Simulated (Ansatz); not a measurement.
# CH7AlOSi: how energies converge with the basis set

The task here is to estimate one member of a computed series from the others.

Program: Ansatz 0.2.0, Gaussian basis. Level of theory: one geometry, several basis sets. These are calculated values, not measurements.

The runs, in order: PBE0-D4/def2-SVP; ωB97M-V/def2-SVP; PBE0-D4/def2-QZVPP; ωB97M-V/def2-QZVPP; the functionals' def2-TZVPP values are taken from earlier runs.

## The geometry

The geometry comes from an earlier relaxation with PBE0-D4 in a triple-zeta def2 set; it is a stationary point, not always the lowest conformer.

11 atoms, charge 0, spin multiplicity 1.

Atoms are counted from 1 here; the program's logs count them from 0.

Bond lengths: C1–Al2 1.943 Å, C1–H5 1.093 Å, C1–H6 1.095 Å, C1–H7 1.095 Å, Al2–O3 1.702 Å, Al2–Si4 2.461 Å, O3–H8 0.956 Å, Si4–H9 1.493 Å, Si4–H10 1.493 Å, Si4–H11 1.492 Å. Angles: Al2–C1–H5 111.6°, Al2–C1–H6 111.2°, Al2–C1–H7 111.1°, H5–C1–H6 108.2°, H5–C1–H7 108.1°, H6–C1–H7 106.5°, C1–Al2–O3 117.0°, C1–Al2–Si4 124.3°, O3–Al2–Si4 118.7°, Al2–O3–H8 122.9°, Al2–Si4–H9 111.6°, Al2–Si4–H10 111.5°, Al2–Si4–H11 112.7°, H9–Si4–H10 106.5°, H9–Si4–H11 107.1°, H10–Si4–H11 107.0°.

The first run:

File in.yaml:

```yaml
crystal:
  periodic: [false, false, false]
  atoms:
    - {symbol: C, position_ang: [0.143710, 1.954104, 0.509202]}
    - {symbol: Al, position_ang: [0.410335, 0.031327, 0.423579]}
    - {symbol: O, position_ang: [1.566356, -0.637221, 1.478736]}
    - {symbol: Si, position_ang: [-0.806484, -1.469544, -1.101117]}
    - {symbol: H, position_ang: [0.781814, 2.415466, 1.266708]}
    - {symbol: H, position_ang: [-0.897026, 2.198780, 0.744957]}
    - {symbol: H, position_ang: [0.363636, 2.425990, -0.453998]}
    - {symbol: H, position_ang: [1.764066, -1.571940, 1.506913]}
    - {symbol: H, position_ang: [-2.282724, -1.379394, -0.899147]}
    - {symbol: H, position_ang: [-0.551436, -1.122690, -2.530516]}
    - {symbol: H, position_ang: [-0.426945, -2.901779, -0.924718]}
basis:
  gaussian: {orbitals: def2-SVP}
hamiltonian: {xc: pbe0, dispersion: d4}
output: {orbitals: {seedname: orbitals}}
```

The run is started by

```sh
> ansatz run in.yaml --threads 2 --pin off --events-out ev --progress --plain --max-ram 4352MiB
```

Steps of the session up to this table: PBE0-D4 in def2-SVP; ωB97M-V in def2-SVP; PBE0-D4 in def2-QZVPP; ωB97M-V in def2-QZVPP.

One table of the session follows, with a row left open; its other results are not shown here.

It belongs to the step «Density functionals: the series». 

```
functional       basis  HOMO (eV)
   PBE0-D4    def2-SVP      -7.28
   PBE0-D4  def2-TZVPP      -7.30
   PBE0-D4  def2-QZVPP          ?
   ωB97M-V    def2-SVP      -9.28
   ωB97M-V  def2-TZVPP      -9.32
   ωB97M-V  def2-QZVPP      -9.34
```

Estimate the missing values for PBE0-D4, def2-QZVPP.

The run gave: HOMO (eV): -7.32. In the column «HOMO (eV)» it lies between ωB97M-V, def2-SVP (-9.28) and PBE0-D4, def2-TZVPP (-7.30).
